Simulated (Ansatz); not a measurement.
# CH₂BLiO (SMILES [Li][B]=CO): single points off equilibrium

One table from this session's results is given with a row withheld; the runs are named, their logs left out.

Method: single points in def2-TZVPP; program: Ansatz 0.2.0, Gaussian basis.

Cores are frozen in the correlated methods. The outer core shell of Li, Na, Mg and K is correlated. B3LYP uses VWN-RPA correlation.

## The starting structure

SMILES `[Li][B]=CO`, 6 atoms, charge 0, spin multiplicity 1.

Atoms are counted from 1 here; the program's logs count them from 0.

Bond lengths: Li1–B2 2.075 Å, B2–C3 1.207 Å, C3–O4 1.453 Å, C3–H5 1.111 Å, O4–H6 0.838 Å. Angles: Li1–B2–C3 169.0°, B2–C3–O4 139.6°, B2–C3–H5 124.4°, O4–C3–H5 95.9°, C3–O4–H6 85.2°.

Coordinates:

```mol
CH2BLiO
  3D, bonds by distance, orders not assigned

  6  5  0  0  0  0  0  0  0  0999 V2000
   -1.7222    2.3608    0.3041 Li  0  0
   -0.4535    0.7472    0.0022 B   0  0
    0.3847   -0.1212    0.0220 C   0  0
    0.5340   -1.5234   -0.3281 O   0  0
    1.4357    0.0269    0.3518 H   0  0
   -0.2696   -1.4783   -0.5628 H   0  0
  1  2  8  0
  2  3  8  0
  3  4  8  0
  3  5  8  0
  4  6  8  0
M  END
```

Set-up of the first run:

File run/in.yaml:

```yaml
crystal:
  periodic: [false, false, false]
  atoms:
    - {symbol: Li, position_ang: [-1.722200, 2.360800, 0.304100]}
    - {symbol: B, position_ang: [-0.453500, 0.747200, 0.002200]}
    - {symbol: C, position_ang: [0.384700, -0.121200, 0.022000]}
    - {symbol: O, position_ang: [0.534000, -1.523400, -0.328100]}
    - {symbol: H, position_ang: [1.435700, 0.026900, 0.351800]}
    - {symbol: H, position_ang: [-0.269600, -1.478300, -0.562800]}
basis:
  gaussian: {orbitals: def2-TZVPP}
correlation: {method: ccsd_t}
output: {forces: true}
```

No record of the launch command was kept for these runs.

Steps of the session up to this table: CCSD(T)/def2-TZVPP; PBE0-D4/def2-TZVPP; wB97M-V/def2-TZVPP; r2SCAN-D4/def2-TZVPP; PBE-D4/def2-TZVPP; B3LYP-D4/def2-TZVPP; LC-wPBE/def2-TZVPP.

One table of the session follows, with a row left open; its other results are not shown here.

| method | RMS force component (eV/Å) | angle to CCSD(T) forces (°) | dipole (D) |
| --- | --- | --- | --- |
| CCSD(T) | 6.550 | reference | 7.53 |
| PBE0-D4 | 6.387 | 1.5 | 7.23 |
| wB97M-V | 6.312 | 1.2 | 7.39 |
| r2SCAN-D4 | 6.367 | 1.0 | 7.10 |
| PBE-D4 | 6.418 | 2.6 | 6.78 |
| B3LYP-D4 | 6.284 | 1.2 | 7.23 |
| LC-wPBE | ? | ? | ? |

Estimate the missing values for LC-wPBE.

The run gave: RMS force component (eV/Å): 6.328; angle to CCSD(T) forces (°): 2.1; dipole (D): 7.61. In the column «RMS force component (eV/Å)» it lies between wB97M-V (6.312) and r2SCAN-D4 (6.367).
